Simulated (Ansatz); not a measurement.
# Pt: the cost of one run

Computed with Ansatz 0.2.0 (DFT PBEsol, scalar-relativistic, plane waves, PAW, unless a step's input says otherwise).

1 further run of the same task is left out (set aside as unsound or not needed).

**1. The starting structure**

Symmetry: Fm-3m, No. 225, cubic system. The conventional cell has a = 3.918 Å, b = 3.918 Å, c = 3.918 Å, α = 90.00°, β = 90.00°, γ = 90.00°. Pt (site symmetry m-3m) is surrounded by 12 Pt at 2.77 Å.

Coordinates:

```cif
data_structure
_symmetry_space_group_name_H-M 'P 1'
_symmetry_Int_Tables_number 1
_cell_length_a 2.7705
_cell_length_b 2.7705
_cell_length_c 2.7705
_cell_angle_alpha 60.000
_cell_angle_beta 60.000
_cell_angle_gamma 60.000
_cell_volume 15.04
loop_
_atom_site_label
_atom_site_type_symbol
_atom_site_fract_x
_atom_site_fract_y
_atom_site_fract_z
_atom_site_occupancy
Pt1 Pt 0.00000 0.00000 0.00000 1
```

It is the result of an earlier relaxation at this level (volume 15.04 Å³/atom; gap on the mesh: none (metal)).

**2. The [111] wire, 16 host atoms a period**

The wire is cut from the relaxed crystal, periodic along c with vacuum across. Atoms and period relax; energies count from the bulk, -12383.8162 eV an atom.

The cell holds 16 Pt: a = 14.600 Å, b = 14.800 Å, c = 6.786 Å, α = 90.00°, β = 90.00°, γ = 90.00°.

**3. Relaxation**

Pressure and volume refer to the whole cell with its vacuum; only the period along c may change.

Contents of input.yaml:

```yaml
crystal:
  lattice:
    - [14.6, 0.0, 0.0]
    - [0.0, 14.8, 0.0]
    - [0.0, 0.0, 6.7863137234]
  atoms:
    - { symbol: Pt, position: [0.6917268218, 0.5, 0.0] }
    - { symbol: Pt, position: [0.5821686379, 0.3128039881, 0.3333333333] }
    - { symbol: Pt, position: [0.5821686379, 0.6871960119, 0.3333333333] }
    - { symbol: Pt, position: [0.472610454, 0.5, 0.6666666667] }
    - { symbol: Pt, position: [0.3630522702, 0.5, 0.0] }
    - { symbol: Pt, position: [0.5821686379, 0.5, 0.3333333333] }
    - { symbol: Pt, position: [0.472610454, 0.3128039881, 0.6666666667] }
    - { symbol: Pt, position: [0.472610454, 0.6871960119, 0.6666666667] }
    - { symbol: Pt, position: [0.527389546, 0.4064019941, 0.0] }
    - { symbol: Pt, position: [0.4178313621, 0.5935980059, 0.3333333333] }
    - { symbol: Pt, position: [0.3082731782, 0.4064019941, 0.6666666667] }
    - { symbol: Pt, position: [0.6369477298, 0.5935980059, 0.6666666667] }
    - { symbol: Pt, position: [0.527389546, 0.5935980059, 0.0] }
    - { symbol: Pt, position: [0.4178313621, 0.4064019941, 0.3333333333] }
    - { symbol: Pt, position: [0.3082731782, 0.5935980059, 0.6666666667] }
    - { symbol: Pt, position: [0.6369477298, 0.4064019941, 0.6666666667] }
basis:
  ecutwfc: 420
kpoints:
  mp_grid: { grid: [1, 1, 8] }
hamiltonian:
  xc: pbesol
scf:
  occupations: { method: gaussian, width: 0.05 }
output:
  forces: true
  stress: true
  eigenvalues: true
  populations: true
  write_density: true
  write_potential: true
  elf: true
  volumetric_format: npy
relax:
  adjacent_minimum: "off"
  f_tol: 0.02
  max_steps: 45
  cell: { fix: [a, b, alpha, beta, gamma], stress_tol: 0.03 }
```

On the command line:

```sh
ansatz run input.yaml --threads 4 --pin off --max-ram 11264MiB --backend cpu --events-out ev --progress --plain --runs-dir out
```

Q: Estimate wall time and peak memory on 4 threads of Arm Neoverse V2, shared host.

About 13 min, with a peak of 4.1 GiB.
